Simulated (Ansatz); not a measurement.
# CH6GaNO2: up Jacob's ladder to CCSD(T)

The task here is to estimate one member of a computed series from the others.

Computed with Ansatz 0.2.0, Gaussian basis. Level: functionals in def2-TZVPP, the program's frozen cores in correlated methods.

The runs, in order: LDA (SPW92), PBE-D4, revPBE-D4, BLYP-D4, r2SCAN-D4, B97M-V, PBE0-D4, B3LYP-D4, r2SCANh-D4, r2SCAN0-D4, HSE06-D4, BHLYP-D4, CAM-B3LYP-D4, LC-ωPBE, ωB97X-V, ωB97M-V, B2PLYP, PBE-QIDH; CCSD(T)/def2-SVP; CCSD(T)/def2-TZVPP; MP2/def2-QZVPP; extrapolation to the limit; RPA on PBE.

### The geometry

An earlier PBE0-D4 in a triple-zeta def2 set relaxation fixed the geometry.

SMILES `C[O][Ga]([NH2])[OH]`, 11 atoms, charge 0, spin multiplicity 1.

Atoms are counted from 1 here; the program's logs count them from 0.

Bond lengths: C1–O2 1.408 Å, C1–H6 1.096 Å, C1–H7 1.096 Å, C1–H8 1.096 Å, O2–Ga3 1.771 Å, Ga3–N4 1.810 Å, Ga3–O5 1.785 Å, N4–H9 1.007 Å, N4–H10 1.006 Å, O5–H11 0.958 Å. Angles: O2–C1–H6 109.7°, O2–C1–H7 113.2°, O2–C1–H8 109.7°, H6–C1–H7 108.0°, H6–C1–H8 108.0°, H7–C1–H8 108.0°, C1–O2–Ga3 122.4°, O2–Ga3–N4 119.2°, O2–Ga3–O5 115.6°, N4–Ga3–O5 125.1°, Ga3–N4–H9 119.1°, Ga3–N4–H10 121.2°, H9–N4–H10 111.2°, Ga3–O5–H11 114.6°.

The first run:

in.yaml reads:

```yaml
crystal:
  periodic: [false, false, false]
  atoms:
    - {symbol: C, position_ang: [-1.248516, -1.377308, 0.966319]}
    - {symbol: O, position_ang: [-0.460609, -0.214446, 1.063103]}
    - {symbol: Ga, position_ang: [0.421581, 0.453137, -0.319962]}
    - {symbol: N, position_ang: [1.509120, 1.877764, -0.068346]}
    - {symbol: O, position_ang: [0.222816, -0.428553, -1.858744]}
    - {symbol: H, position_ang: [-2.281639, -1.148269, 1.250708]}
    - {symbol: H, position_ang: [-1.261365, -1.808208, -0.041214]}
    - {symbol: H, position_ang: [-0.869101, -2.139164, 1.656535]}
    - {symbol: H, position_ang: [1.420523, 2.418103, 0.776675]}
    - {symbol: H, position_ang: [1.800754, 2.453456, -0.840065]}
    - {symbol: H, position_ang: [0.746446, -0.086521, -2.585008]}
basis:
  gaussian: {orbitals: def2-TZVPP}
hamiltonian: {xc: lda}
output: {orbitals: {seedname: orbitals}}
```

The run is started by

```bash
> ansatz run in.yaml --threads 4 --pin off --events-out ev --progress --plain --max-ram 10444MiB
```

Among the steps run: LDA; PBE-D4 (GGA); revPBE-D4 (GGA); BLYP-D4 (GGA); r2SCAN-D4 (meta-GGA); B97M-V (meta-GGA); PBE0-D4 (hybrid); B3LYP-D4 (hybrid); r2SCANh-D4 (hybrid); r2SCAN0-D4 (hybrid); HSE06-D4 (hybrid); BHLYP-D4 (hybrid); CAM-B3LYP-D4 (range-separated); LC-ωPBE (range-separated); ωB97X-V (range-separated); ωB97M-V (range-separated); B2PLYP (double hybrid); PBE-QIDH (double hybrid).

One of the session's tables, all rows but one given; the rest of the session is left out.

It belongs to the step «Frontier levels by functional». 

| functional | HOMO (eV) | gap (eV) |
| --- | --- | --- |
| LDA (SPW92) | -6.08 | 4.49 |
| PBE-D4 | -5.91 | 4.56 |
| revPBE-D4 | -5.84 | 4.62 |
| BLYP-D4 | ? | ? |
| r2SCAN-D4 | -6.23 | 5.28 |
| B97M-V | -6.30 | 5.06 |
| PBE0-D4 | -7.41 | 6.98 |
| B3LYP-D4 | -7.17 | 6.37 |
| r2SCANh-D4 | -6.79 | 6.16 |
| r2SCAN0-D4 | -7.64 | 7.46 |
| HSE06-D4 | -7.00 | 6.20 |
| BHLYP-D4 | -8.84 | 9.14 |
| CAM-B3LYP-D4 | -8.87 | 9.29 |
| LC-ωPBE | -10.26 | 12.06 |
| ωB97X-V | -9.89 | 11.44 |
| ωB97M-V | -9.81 | 11.04 |

Q: Estimate the row for BLYP-D4 from the others.

Worked estimate for «HOMO (eV)». Against the share of exact exchange, B3LYP-D4 (0.2, -7.17), BHLYP-D4 (0.5, -8.84) give a slope of -5.57 per unit share; at 0 the line stands at -6.06.

As computed: HOMO (eV): -5.81; gap (eV): 4.45. In «HOMO (eV)» the line misses by -0.25.
